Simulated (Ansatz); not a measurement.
# CH4In radical: small, medium and large basis sets

Aim: see how fast density functionals converge with the basis set for CH4In radical.

Method: one geometry, several basis sets; program: Ansatz 0.2.0, Gaussian basis.

The runs, in order: PBE0-D4/def2-SVP; ωB97M-V/def2-SVP; PBE0-D4/def2-QZVPP; ωB97M-V/def2-QZVPP; the functionals' def2-TZVPP values are taken from earlier runs.

## (1) The relaxed structure

The geometry comes from an earlier relaxation with PBE0-D4 in a triple-zeta def2 set; it is a stationary point. In takes the def2 core potential; no spin-orbit term is included.

SMILES `[CH3][InH]`, 6 atoms, charge 0, spin multiplicity 2.

Atoms are counted from 1 here; the program's logs count them from 0.

Bond lengths: C1–In2 2.189 Å, C1–H3 1.091 Å, C1–H4 1.091 Å, C1–H5 1.091 Å, In2–H6 1.769 Å. Angles: In2–C1–H3 109.9°, In2–C1–H4 109.5°, In2–C1–H5 109.5°, H3–C1–H4 109.7°, H3–C1–H5 109.7°, H4–C1–H5 108.4°, C1–In2–H6 120.5°.

Coordinates:

| atom | x (Å) | y (Å) | z (Å) |
| --- | --- | --- | --- |
| C1 | -0.19384 | -0.43194 | -0.58171 |
| In2 | 1.07867 | 0.64387 | 0.83840 |
| H3 | -1.24384 | -0.29055 | -0.31980 |
| H4 | 0.05201 | -1.49485 | -0.55871 |
| H5 | -0.01176 | -0.05734 | -1.59030 |
| H6 | 0.36096 | 1.56690 | 2.16601 |

## (2) PBE0-D4 in def2-SVP

in.yaml

```yaml
crystal:
  periodic: [false, false, false]
  atoms:
    - {symbol: C, position_ang: [-0.193837, -0.431944, -0.581705]}
    - {symbol: In, position_ang: [1.078667, 0.643867, 0.838403]}
    - {symbol: H, position_ang: [-1.243836, -0.290546, -0.319799]}
    - {symbol: H, position_ang: [0.052008, -1.494846, -0.558714]}
    - {symbol: H, position_ang: [-0.011762, -0.057337, -1.590300]}
    - {symbol: H, position_ang: [0.360959, 1.566905, 2.166015]}
basis:
  gaussian: {orbitals: def2-SVP}
magnetization: {spin_polarized: true, initial_magnetization: 1}
hamiltonian: {xc: pbe0, dispersion: d4}
output: {orbitals: {seedname: orbitals}}
```

Further steps of the session: ωB97M-V in def2-SVP; PBE0-D4 in def2-QZVPP; ωB97M-V in def2-QZVPP.

**Question.** What will the summary of the whole plan be? Wanted: PBE0-D4: double and triple zeta above quadruple; ωB97M-V: double and triple zeta above quadruple.

The runs gave:

| quantity | value |
| --- | --- |
| PBE0-D4: double and triple zeta above quadruple | 1.58, 0.11 eV |
| ωB97M-V: double and triple zeta above quadruple | 1.70, 0.11 eV |

PBE0-D4 gains 1.47 eV from double to triple zeta, then 0.11 eV more. Total energies overstate the basis error of differences, where much of it tends to cancel.
